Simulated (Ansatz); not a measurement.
# GeCNClF (SMILES N#[C][Ge]([F])[Cl]) at UCCSD/cc-pVDZ

What is the vertical ionisation energy of GeCNClF at UCCSD/cc-pVDZ? 

The results are computed with Ansatz 0.2.0.

130 further runs of the same task are left out: 130 set aside as unsound or not needed.

## (1) The structure to begin with

GeCNClF has 5 atoms, charge 0, and is taken as a doublet. As SMILES, `N#[C][Ge]([F])[Cl]`. The coordinates come from a PBE0-D4/def2-TZVP relaxation.

Bond lengths: N1–C2 1.153 Å, C2–Ge3 1.929 Å, Ge3–F4 1.725 Å, Ge3–Cl5 2.128 Å. Angles: N1–C2–Ge3 173.2°, C2–Ge3–F4 104.9°, C2–Ge3–Cl5 108.6°, F4–Ge3–Cl5 108.1°.

## (2) A single-point energy at UCCSD/cc-pVDZ

The input, job.yaml:

```yaml
crystal:
  periodic: [false, false, false]
  atoms:
    - {symbol: "N", position_ang: [1.169800, -1.332900, 1.557000]}
    - {symbol: C, position_ang: [0.647700, -0.755000, 0.707300]}
    - {symbol: Ge, position_ang: [-0.063200, 0.127200, -0.853400]}
    - {symbol: F, position_ang: [-1.722100, -0.343000, -0.913400]}
    - {symbol: Cl, position_ang: [0.017500, 2.230100, -0.539000]}
basis:
  gaussian:
    orbitals: cc-pVDZ
magnetization:
  spin_polarized: true
  initial_magnetization: 1
correlation:
  method: ccsd
  frozen_orbitals: {C: 1, Cl: 5, F: 1, Ge: 9, "N": 1}
accuracy: high
scf:
  omitted_lower_state_checks: [cluster_reference, increment]
```

Run with:

```sh
$ ansatz run job.yaml --threads 1 --pin off --max-ram 3480MiB --events-out events.jsonl --progress --plain --runs-dir runs
```

What it wrote (excerpt; [...] marks lines left out):

```text
Warning: RAYON_NUM_THREADS=1 ignored (pool sized by the plan → 1); use --threads N
Functional definition: HF
  name "HF"
[...]
1863 factors; integrals over basis functions are off by at most 4.4e-9 eV
[...]
mean field -74195.82901687 eV, -2726.6464246309 hartree, gradient 6.0e-8 eV, S^2 0.758354; 2 other end points of the search recorded, 0 dependent functions left out
17 core orbitals not correlated: weight in the atoms' cores, before any rotation towards them, 1.000 or more for the frozen orbitals, at most 0.000 for the correlated occupied ones
reference -74195.82901687 eV, -2726.6464246309 hartree; 19, 18 occupied and 51, 52 virtual orbitals, 1863 factors
second order -18.56993443 eV of doubles, -0.00000000 eV of singles
cycle   1  -18.43792576 eV  change    1.3e-1 eV  update   1.2e-1
[...]
cycle  25  -19.11473371 eV  change  -9.4e-10 eV  update   2.8e-9
Total energy: -74214.94375059 eV, -2727.3488781384 hartree
Checks for a lower state left out: cluster_reference, increment
```

Wall time 36 s (1 thread of Intel Xeon 6975P-C (Granite Rapids), shared host); peak memory 0.87 GiB.

## (3) The singlet cation at the same level

The input, in.yaml:

```yaml
crystal:
  periodic: [false, false, false]
  atoms:
    - {symbol: "N", position_ang: [1.169800, -1.332900, 1.557000]}
    - {symbol: C, position_ang: [0.647700, -0.755000, 0.707300]}
    - {symbol: Ge, position_ang: [-0.063200, 0.127200, -0.853400]}
    - {symbol: F, position_ang: [-1.722100, -0.343000, -0.913400]}
    - {symbol: Cl, position_ang: [0.017500, 2.230100, -0.539000]}
basis:
  gaussian:
    orbitals: cc-pVDZ
total_charge: 1
correlation:
  method: ccsd
  frozen_orbitals: {C: 1, Cl: 5, F: 1, Ge: 9, "N": 1}
accuracy: high
scf:
  omitted_lower_state_checks: [cluster_reference, increment]
```

Run with:

```sh
$ ansatz run in.yaml --threads 1 --pin off --max-ram 3480MiB --events-out events.jsonl --progress --plain --runs-dir runs
```

What it wrote (excerpt; [...] marks lines left out):

```text
Warning: RAYON_NUM_THREADS=1 ignored (pool sized by the plan → 1); use --threads N
Functional definition: HF
  name "HF"
[...]
1862 factors; integrals over basis functions are off by at most 4.4e-9 eV
[...]
mean field -74185.26233627 eV, -2726.2581062809 hartree, gradient 2.0e-8 eV, S^2 0.000000; 0 other end points of the search recorded, 0 dependent functions left out; unrestricted orbitals would lower it
17 core orbitals not correlated: weight in the atoms' cores, before any rotation towards them, 1.000 or more for the frozen orbitals, at most 0.000 for the correlated occupied ones
reference -74185.26233627 eV, -2726.2581062809 hartree; 18, 18 occupied and 52, 52 virtual orbitals, 1862 factors
second order -19.06630818 eV of doubles, -0.00000000 eV of singles
cycle   1  -18.69760070 eV  change    3.7e-1 eV  update   1.5e-1
[...]
cycle  30  -19.52959253 eV  change   -1.8e-9 eV  update   3.3e-9
Total energy: -74204.79192880 eV, -2726.9758055688 hartree
Checks for a lower state left out: cluster_reference, increment
```

It took 14 s on 1 thread of Intel Xeon 6975P-C (Granite Rapids), shared host; peak memory 0.45 GiB.

## (4) Results

Level: UCCSD/cc-pVDZ, 17 core orbitals frozen.

| quantity | value |
| --- | --- |
| doublet GeCNClF: total energy | -2727.34888 Eh |
| doublet GeCNClF: correlation energy (17 core orbitals frozen) | -702.5 mEh |
| doublet GeCNClF: ⟨S²⟩ of the reference determinant | 0.758 |
| doublet GeCNClF: T1 diagnostic | 0.014 |
| singlet cation: total energy | -2726.97581 Eh |
| singlet cation: correlation energy (17 core orbitals frozen) | -717.7 mEh |
| singlet cation: T1 diagnostic | 0.021 |
| vertical ionisation energy (to the singlet cation) | 10.152 eV |

What this shows: Removing an electron at fixed nuclei costs 10.15 eV (980 kJ/mol). Only the singlet of the ionised species was computed; a triplet could lie lower. The T1 diagnostic (singlet cation) of 0.021 is above the customary mark for such species, so a single reference may not serve. The restricted solution (singlet cation) is unstable to spin breaking: an unrestricted one lies lower.
